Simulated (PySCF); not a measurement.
# Ga2H6S2 ((H2Ga-mu-SH)2): the cost of one run

Computed with PySCF 2.14.0, with density-fitted response routines of our own, on a single molecule in the gas phase. Atoms are numbered from 0 throughout.

### Step 1. Starting geometry

10 atoms, charge 0, multiplicity 1; geometry from: GFN2-xTB. The atoms were then displaced at random by about 0.03 Å, so the start is not that level's minimum.

Bonds of the start (Å): Ga0–H1 1.52, Ga0–H2 1.49, Ga0–S3 2.42, Ga0–S7 2.46, S3–Ga4 2.48, S3–H8 1.39, Ga4–H5 1.53, Ga4–H6 1.55, Ga4–S7 2.43, S7–H9 1.39.

### Step 2. Optimising the geometry at PBE0-D3(BJ)/def2-SVP

Job settings and geometry (Å):

```
{"job": {"xc": "PBE0", "basis": "def2-SVP", "d3": "d3bj", "grid": 1, "maxiter": 40, "shake": 0.03, "kind": "geom"}, "charge": 0, "multiplicity": 1}
Ga     1.353560    -0.323600     0.948900
H      2.434680     0.720120     1.201650
H      1.153100    -1.676070     1.533210
S      1.092380    -0.490670    -1.447280
Ga    -1.011590     0.752160    -1.033240
H     -2.222750    -0.134580    -1.338110
H     -0.814490     2.189800    -1.574560
S     -0.756060     0.858860     1.378740
H      0.369070    -1.661200    -1.268140
H     -1.473240    -0.311580     1.603230
```

Started as:

```bash
> OMP_NUM_THREADS=1 python probes_run.py task.json out
```

This one command runs all jobs of the session in turn.

**Question.** How long does this first job take on 1 thread of Arm Neoverse V1, shared host, and how much memory does it need?

About 97 s, with a peak of 0.52 GiB.
